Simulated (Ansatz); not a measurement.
Geometry optimisation, DFT PBE, scalar-relativistic, plane waves, PAW in Ansatz.

Input file:

```yaml
crystal:
  lattice:
    - [0.0, 5.6401, 5.6401]
    - [5.6401, 0.0, 5.6401]
    - [5.6401, 5.6401, 0.0]
  atoms:
    - { symbol: Na, position: [0.0, 0.0, 0.0] }
    - { symbol: Cl, position: [0.25, 0.25, 0.25] }
    - { symbol: Na, position: [0.0, 0.0, 0.5] }
    - { symbol: Cl, position: [0.25, 0.25, 0.75] }
    - { symbol: Na, position: [0.0, 0.5, 0.0] }
    - { symbol: Cl, position: [0.25, 0.75, 0.25] }
    - { symbol: Na, position: [0.0, 0.5, 0.5] }
    - { symbol: Cl, position: [0.25, 0.75, 0.75] }
    - { symbol: Na, position: [0.5, 0.0, 0.0] }
    - { symbol: Cl, position: [0.75, 0.25, 0.25] }
    - { symbol: Na, position: [0.5, 0.0, 0.5] }
    - { symbol: Cl, position: [0.75, 0.25, 0.75] }
    - { symbol: Na, position: [0.5, 0.5, 0.0] }
    - { symbol: Cl, position: [0.75, 0.75, 0.25] }
    - { symbol: Na, position: [0.5, 0.5, 0.5] }
    - { symbol: Cl, position: [0.75, 0.75, 0.75] }
    - { symbol: Na, position: [0.1143037, 0.1268972, 0.6334993], spin: 1.0 }
magnetization:
  spin_polarized: true
basis:
  ecutwfc: 420.0
kpoints:
  mp_grid: { grid: [2, 2, 2] }
hamiltonian:
  xc: pbe
scf:
  occupations: { method: fermi_dirac, width: 0.02 }
  lower_state_search: "off"
relax:
  f_tol: 0.03
  max_steps: 60
  adjacent_minimum: "off"
output:
  write_density: true
  write_potential: true
  elf: true
  volumetric_format: npy
```

Launched with:

```bash
$ ansatz run input.yaml --threads 4 --pin off --max-ram 10240MiB --backend cpu --events-out ev --progress --plain --runs-dir out
```

Problem. Where does it end, and by what steps?

Solution. The forces met the threshold. Limits of this set-up: coarse k mesh. After 4 steps the energy has fallen by 0.940 eV; Na1 moved furthest, 0.34 Å.

```
step  energy less start (eV)  largest force component (eV/Å)  accepted
   0                  0.0000                           0.876       yes
   1                 -0.6156                           0.493       yes
   2                 -0.8878                           0.196       yes
   3                 -0.9376                           0.041       yes
   4                 -0.9395                           0.018       yes
```

```xyz
17
Lattice="0.0000 5.6401 5.6401 5.6401 0.0000 5.6401 5.6401 5.6401 0.0000" Properties=species:S:1:pos:R:3
Na 0.193 0.195 -0.193
Cl 2.769 2.773 2.871
Na 2.634 2.635 -0.183
Cl 5.695 5.700 2.883
Na 2.822 -0.001 2.819
Cl 5.596 2.867 5.684
Na 5.825 2.634 3.008
Cl 8.399 5.698 5.586
Na -0.002 2.823 2.816
Cl 2.866 5.597 5.680
Na 2.645 5.814 2.995
Cl 5.710 8.386 5.570
Na 2.824 2.822 5.642
Cl 5.600 5.596 8.414
Na 5.637 5.635 5.644
Cl 8.503 8.500 8.417
Na 4.255 4.226 1.389
```

The run took 34 s on 4 threads of Intel(R) Xeon(R) Platinum 8488C (Sapphire Rapids) (shared host), peak memory 1.2 GiB.
